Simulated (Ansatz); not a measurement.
# NaI, space group Fm-3m: Wannier functions of the valence bands

Program: Ansatz 0.2.0, Python API.

Notebook, run cell by cell (the value of a cell's last expression is shown):

```python
from pathlib import Path
import warnings

import ansatz as az
from ase import Atoms
import tomllib
```

```python
warnings.simplefilter('ignore', az.DeckWarning)

atoms = Atoms(
    ['Na', 'I'],
    scaled_positions=[
        (0.0, 0.0, 0.0),
        (0.5, 0.5, 0.5),
    ],
    cell=[
        (0.0, 3.2364, 3.2364),
        (3.2364, 0.0, 3.2364),
        (3.2364, 3.2364, 0.0),
    ],
    pbc=True,
)
system = az.Crystal.from_ase(atoms)
```

```python
system.resolved().sites[-1]
```

    Site(symbol='I', position=(0.5, 0.5, 0.5), moment=None, axis=None, held=None, saved=None)

```python
job = (
    system.calculation()
    .functional('lda')
    .kpoints(6, 6, 6)
    .occupations('fixed')
    .wannier(mesh=(4, 4, 4), projections=[az.TrialShell('I', 'p')], minimise=True)
)
out = job.run(threads=1, backend='cpu', runs_dir='w90')
spreads = tomllib.loads(Path(out.output_folder, 'results', 'wannier.spreads.toml').read_text())
print('converged:', spreads['converged'], 'in', spreads['n_iter'], 'steps; least projectability', round(spreads['least_projectability'], 3))
print('invariant, diagonal, off-diagonal spread (A^2):', *(round(spreads[k], 4) for k in ('omega_i_ang2', 'omega_d_ang2', 'omega_od_ang2')))
for function in spreads['wannier']:
    print('centre', [round(v, 3) for v in function['r']], 'spread', round(function['spread'], 4))
```

    converged: True in 27 steps; least projectability 0.961
    invariant, diagonal, off-diagonal spread (A^2): 6.4782 0.0 0.0577
    centre [3.236, 3.236, 3.236] spread 2.1786
    centre [3.236, 3.236, 3.236] spread 2.1786
    centre [3.236, 3.236, 3.236] spread 2.1786

The structure is a deposited one; some such entries were measured under pressure or heat, so a shift against it needn't be the functional's error alone. The whole script took 2.5 s on 1 thread of Arm Neoverse V1, with other jobs on the host, peak memory 0.34 GiB.
